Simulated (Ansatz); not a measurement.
**Si2W: the crystal squeezed far**

An exercise on one series of results from a longer session: the logs are not shown, and one member is left open.

Method: DFT, PBE, PAW with Ansatz's default frozen-core files, scalar-relativistic, in Ansatz 0.2.0.

## The starting structure

It takes space group I4/mmm (No. 139, tetragonal). The conventional cell has a = 3.118 Å, b = 3.118 Å, c = 7.640 Å, α = 90.00°, β = 90.00°, γ = 90.00°. Around W (site symmetry 4/mmm) lie 10 Si at 2.54 to 2.56 Å. Si (site symmetry 4mm) is surrounded by 5 Si at 2.52 to 2.56 Å and 5 W at 2.54 to 2.56 Å.

As a file:

```cif
data_structure
_symmetry_space_group_name_H-M 'P 1'
_symmetry_Int_Tables_number 1
_cell_length_a 4.4108
_cell_length_b 4.4108
_cell_length_c 4.4108
_cell_angle_alpha 138.597
_cell_angle_beta 138.597
_cell_angle_gamma 59.990
_cell_volume 37.15
loop_
_atom_site_label
_atom_site_type_symbol
_atom_site_fract_x
_atom_site_fract_y
_atom_site_fract_z
_atom_site_occupancy
W1 W 0.00000 0.00000 0.00000 1
Si1 Si 0.33500 0.33500 0.00000 1
Si2 Si 0.66500 0.66500 0.00000 1
```

Whether this phase is the stable one at these pressures isn't tested.

Atoms are numbered in the order of the input: W1, Si2, Si3.

The first run:

File input.yaml:

```yaml
crystal:
  lattice:
    - [-1.5592157582, 1.5592157582, 3.8200786076]
    - [1.5592157582, -1.5592157582, 3.8200786076]
    - [1.5592157582, 1.5592157582, -3.8200786076]
  atoms:
    - { symbol: W, position: [0.0, 0.0, 0.0] }
    - { symbol: Si, position: [0.335, 0.335, 0.0] }
    - { symbol: Si, position: [-0.335, -0.335, 0.0] }
kpoints:
  mp_grid: { grid: [14, 14, 14] }
scf:
  occupations: { method: fermi_dirac, width: 0.1 }
hamiltonian:
  xc: pbe
  pseudopotentials: { kind: paw }
output:
  forces: true
  stress: true
relax:
  f_tol: 0.005
  max_steps: 40
  cell: {}
```

Started as:

```console
ansatz run input.yaml --threads 1 --pin off --max-ram 3072MiB --backend cpu --events-out ev --progress --plain --runs-dir out
```

Steps of the session up to this table: Cell relaxed at zero pressure, PAW; Volume scaled by 1, PAW; Shape and atoms relaxed at 0.94 of the volume, PAW; Volume scaled by 0.94, PAW; Shape and atoms relaxed at 0.88 of the volume, PAW; Volume scaled by 0.88, PAW; Shape and atoms relaxed at 0.8 of the volume, PAW; Volume scaled by 0.8, PAW; Shape and atoms relaxed at 0.72 of the volume, PAW; Volume scaled by 0.72, PAW; Shape and atoms relaxed at 0.62 of the volume, PAW; Volume scaled by 0.62, PAW; Volume scaled by 0.62, PAW (cutoff 1000 eV).

One table of the session follows, with a row left open; its other results are not shown here.

| method | volume over the first | volume (Å³/atom) | pressure (GPa) |
| --- | --- | --- | --- |
| PAW | 1 | 13.673 | 0.02 |
| PAW | 0.94 | 12.853 | 15.40 |
| PAW | 0.88 | 12.032 | 36.65 |
| PAW | 0.8 | 10.938 | 78.25 |
| PAW | 0.72 | ? | ? |
| PAW | 0.62 | 8.477 | 281.98 |
| PAW (cutoff 1000 eV) | 0.62 | 8.477 | 281.95 |

**Question.** Estimate the row for PAW, 0.72.

As computed: volume (Å³/atom): 9.844; pressure (GPa): 143.28. In the column «volume (Å³/atom)» it lies between PAW (cutoff 1000 eV), 0.62 (8.477) and PAW, 0.8 (10.938).
